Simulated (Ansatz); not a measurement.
# AlCu3: how the settings move a relaxation

Question: which choices in the input matter for AlCu3?

Program: Ansatz 0.2.0. Level of theory: reference: DFT, LDA, PAW with Ansatz's default frozen-core files, scalar-relativistic; relaxation of cell and atoms. These are calculated values, not measurements.

2 further runs of the same task are left out: 2 that didn't finish.

### 1 The system as given

The structure is cubic, space group Fm-3m (No. 225). The conventional cell has a = 5.776 Å, b = 5.776 Å, c = 5.776 Å, α = 90.00°, β = 90.00°, γ = 90.00°. Al (site symmetry m-3m) has 8 Cu at 2.50 Å as nearest neighbours. Cu (site symmetry m-3m) has 8 Cu at 2.50 Å as nearest neighbours. Cu (site symmetry -43m) is surrounded by 4 Al at 2.50 Å and 4 Cu at 2.50 Å.

Structure file:

```xyz
4
Lattice="0.0000 2.8880 2.8880 2.8880 0.0000 2.8880 2.8880 2.8880 0.0000" Properties=species:S:1:pos:R:3 pbc="T T T"
Al    0.0000    0.0000    0.0000
Cu    2.8880    2.8880    2.8880
Cu    1.4440    1.4440    1.4440
Cu    4.3320    4.3320    4.3320
```

### 2 The reference run

input.yaml

```yaml
crystal:
  lattice:
    - [0.0, 2.888010988, 2.888010988]
    - [2.888010988, 0.0, 2.888010988]
    - [2.888010988, 2.888010988, 0.0]
  atoms:
    - { symbol: Al, position: [0.0, 0.0, 0.0] }
    - { symbol: Cu, position: [0.5, 0.5, 0.5] }
    - { symbol: Cu, position: [0.25, 0.25, 0.25] }
    - { symbol: Cu, position: [0.75, 0.75, 0.75] }
kpoints:
  mp_grid: { grid: [10, 10, 10] }
scf:
  occupations: { method: fermi_dirac, width: 0.05 }
hamiltonian:
  xc: lda
  pseudopotentials: { kind: paw }
relax:
  f_tol: 0.002
  max_steps: 80
  cell: {}
output:
  forces: true
  stress: true
```

The run is started by

```sh
> ansatz run input.yaml --threads 2 --pin off --max-ram 5120MiB --backend cpu --events-out ev --progress --plain --runs-dir out
```

### 3 Variant: dr2_threshold 1.0e-05

input.yaml: that of step 2 with these lines changed.

```diff
@@ -14,2 +14,3 @@
   occupations: { method: fermi_dirac, width: 0.05 }
+  convergence: { dr2_threshold: 1.0e-05 }
 hamiltonian:
```

What does the calculation give? Wanted: for each run, ending; energy change; pressure; gap; force.

The runs gave:

| run | ending | energy change | pressure (GPa) | gap (eV) | force (eV/Å) | cycles | time |
| --- | --- | --- | --- | --- | --- | --- | --- |
| reference | converged | 0 | 0.0 | 0.00 | 0.00 | 34 | 26 s |
| 1: dr2_threshold 1.0e-05 | converged | 0.0 meV/atom | 0.0 | 0.00 | 0.00 | 30 | 18 s |

With the changed convergence setting the energy agrees within 0.5 meV/atom. Cost: 30 SCF cycles against 34, 18 s against 26 s.
